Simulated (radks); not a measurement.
# Ionising dysprosium step by step, Dy²²⁺ to Dy⁴³⁺

Wanted: the ionisation ladder of dysprosium and its errors against NIST. Each value is a difference of total energies (Δ-SCF).

Method: non-relativistic Kohn-Sham, LDA (Slater exchange, Perdew-Wang correlation), spin-unpolarised, spherical densities, point nucleus. Code: radks (a radial shooting solver on a logarithmic mesh, Libxc functionals) version 1.

## 1. What is computed

```
element             : dysprosium (Z = 66)
charges             : 22 to 43
first configuration : [Kr] 4d8
last configuration  : [Ar] 3d5
```

The outer shells:

Dy²²⁺
```
[Kr] core
4d [↑↓][↑↓][↑↓][↑ ][↑ ]
```

Dy⁴³⁺
```
[Ar] core
3d [↑ ][↑ ][↑ ][↑ ][↑ ]
```

## 2. Dy²²⁺, [Kr] 4d8

Input:

```text
Z 66
configuration [Kr] 4d8
relativity non-relativistic
functional lda,pw
spin unpolarised
nucleus point
```

## 3. Dy²³⁺, [Kr] 4d7

Input:

```text
Z 66
configuration [Kr] 4d7
relativity non-relativistic
functional lda,pw
spin unpolarised
nucleus point
```

## 4. Dy²⁴⁺, [Kr] 4d6

Input:

```text
Z 66
configuration [Kr] 4d6
relativity non-relativistic
functional lda,pw
spin unpolarised
nucleus point
```

## 5. Dy²⁵⁺, [Kr] 4d5

Input:

```text
Z 66
configuration [Kr] 4d5 5s0 5p0
relativity non-relativistic
functional lda,pw
spin unpolarised
nucleus point
```

## 6. Dy²⁶⁺, [Kr] 4d4

Input:

```text
Z 66
configuration [Kr] 4d4 5s0 5p0
relativity non-relativistic
functional lda,pw
spin unpolarised
nucleus point
```

## 7. Dy²⁷⁺, [Kr] 4d3

Input:

```text
Z 66
configuration [Kr] 4d3
relativity non-relativistic
functional lda,pw
spin unpolarised
nucleus point
```

## 8. Dy²⁸⁺, [Kr] 4d2

Input:

```text
Z 66
configuration [Kr] 4d2
relativity non-relativistic
functional lda,pw
spin unpolarised
nucleus point
```

## 9. Dy²⁹⁺, [Kr] 4d1

Input:

```text
Z 66
configuration [Kr] 4d1
relativity non-relativistic
functional lda,pw
spin unpolarised
nucleus point
```

## 10. Dy³⁰⁺, [Kr]

Input:

```text
Z 66
configuration [Kr] 5s0 4d0
relativity non-relativistic
functional lda,pw
spin unpolarised
nucleus point
```

## 11. Dy³¹⁺, [Ar] 3d10 4s2 4p5

Input:

```text
Z 66
configuration [Ar] 3d10 4s2 4p5
relativity non-relativistic
functional lda,pw
spin unpolarised
nucleus point
```

## 12. Dy³²⁺, [Ar] 3d10 4s2 4p4

Input:

```text
Z 66
configuration [Ar] 3d10 4s2 4p4
relativity non-relativistic
functional lda,pw
spin unpolarised
nucleus point
```

## 13. Dy³³⁺, [Ar] 3d10 4s2 4p3

Input:

```text
Z 66
configuration [Ar] 3d10 4s2 4p3 5s0 4d0
relativity non-relativistic
functional lda,pw
spin unpolarised
nucleus point
```

## 14. Dy³⁴⁺, [Ar] 3d10 4s2 4p2

Input:

```text
Z 66
configuration [Ar] 3d10 4s2 4p2 5s0 4d0
relativity non-relativistic
functional lda,pw
spin unpolarised
nucleus point
```

## 15. Dy³⁵⁺, [Ar] 3d10 4s2 4p1

Input:

```text
Z 66
configuration [Ar] 3d10 4s2 4p1 5s0 4d0
relativity non-relativistic
functional lda,pw
spin unpolarised
nucleus point
```

## 16. Dy³⁶⁺, [Ar] 3d10 4s2

Input:

```text
Z 66
configuration [Ar] 3d10 4s2 4p0 5s0
relativity non-relativistic
functional lda,pw
spin unpolarised
nucleus point
```

## 17. Dy³⁷⁺, [Ar] 3d10 4s1

Input:

```text
Z 66
configuration [Ar] 3d10 4s1
relativity non-relativistic
functional lda,pw
spin unpolarised
nucleus point
```

## 18. Dy³⁸⁺, [Ar] 3d10

Input:

```text
Z 66
configuration [Ar] 3d10
relativity non-relativistic
functional lda,pw
spin unpolarised
nucleus point
```

## 19. Dy³⁹⁺, [Ar] 3d9

Input:

```text
Z 66
configuration [Ar] 3d9 4s0 4p0
relativity non-relativistic
functional lda,pw
spin unpolarised
nucleus point
```

## 20. Dy⁴⁰⁺, [Ar] 3d8

Input:

```text
Z 66
configuration [Ar] 3d8
relativity non-relativistic
functional lda,pw
spin unpolarised
nucleus point
```

## 21. Dy⁴¹⁺, [Ar] 3d7

Input:

```text
Z 66
configuration [Ar] 3d7
relativity non-relativistic
functional lda,pw
spin unpolarised
nucleus point
```

## 22. Dy⁴²⁺, [Ar] 3d6

Input:

```text
Z 66
configuration [Ar] 3d6
relativity non-relativistic
functional lda,pw
spin unpolarised
nucleus point
```

## 23. Dy⁴³⁺, [Ar] 3d5

Input:

```text
Z 66
configuration [Ar] 3d5
relativity non-relativistic
functional lda,pw
spin unpolarised
nucleus point
```

Q: Predict the outcome of this session. Wanted: for each run, species; configuration; Δ-SCF; −ε(HOMO); NIST; error.

As calculated:

```csv
species,configuration,Δ-SCF (eV),−ε(HOMO) (eV),NIST (eV),error (%)
Dy²²⁺,[Kr] 4d8,751.97,731.32,743 (theory),+1.2
Dy²³⁺,[Kr] 4d7,793.69,772.73,786 (theory),+1.0
Dy²⁴⁺,[Kr] 4d6,836.04,814.76,827 (theory),+1.1
Dy²⁵⁺,[Kr] 4d5,879.00,857.42,872 (theory),+0.8
Dy²⁶⁺,[Kr] 4d4,922.56,900.68,924 (theory),-0.2
Dy²⁷⁺,[Kr] 4d3,966.72,944.54,969 (theory),-0.2
Dy²⁸⁺,[Kr] 4d2,1011.5,988.99,1014 (theory),-0.3
Dy²⁹⁺,[Kr] 4d1,1056.8,1034.0,1059 (theory),-0.2
Dy³⁰⁺,[Kr],1225.3,1202.7,1232 (theory),-0.5
Dy³¹⁺,[Ar] 3d10 4s2 4p5,1270.9,1248.1,1275 (theory),-0.3
Dy³²⁺,[Ar] 3d10 4s2 4p4,1316.8,1293.8,1325 (theory),-0.6
Dy³³⁺,[Ar] 3d10 4s2 4p3,1362.9,1339.8,1371 (theory),-0.6
Dy³⁴⁺,[Ar] 3d10 4s2 4p2,1409.3,1386.1,1468 (theory),-4.0
Dy³⁵⁺,[Ar] 3d10 4s2 4p1,1455.8,1432.6,1520 (theory),-4.2
Dy³⁶⁺,[Ar] 3d10 4s2,1570.9,1548.0,1638 (theory),-4.1
Dy³⁷⁺,[Ar] 3d10 4s1,1615.7,1593.7,1691.7 (semi-emp.),-4.5
Dy³⁸⁺,[Ar] 3d10,2898.2,2843.9,2882 (theory),+0.6
Dy³⁹⁺,[Ar] 3d9,3007.9,2952.8,2987 (theory),+0.7
Dy⁴⁰⁺,[Ar] 3d8,3119.0,3063.2,3098 (theory),+0.7
Dy⁴¹⁺,[Ar] 3d7,3231.5,3175.0,3217 (theory),+0.5
Dy⁴²⁺,[Ar] 3d6,3345.5,3288.3,3331 (theory),+0.4
```

In words: Reference values: NIST Atomic Spectra Database (exp. measured, semi-emp. semi-empirical, theory a theoretical value adopted there). Per unit of the charge left behind, the cost jumps most at Dy³⁸⁺ ([Ar] 3d10): from 1615.7 to 2898.2 eV. There the highest level belongs to another shell. Minus the highest eigenvalue gives 97 to 99 % of the Δ-SCF value along the ladder. Relativity is left out here, which matters for elements this heavy. Spin polarisation and multiplet splitting are left out, so open shells lie too high by an amount that depends on their filling.
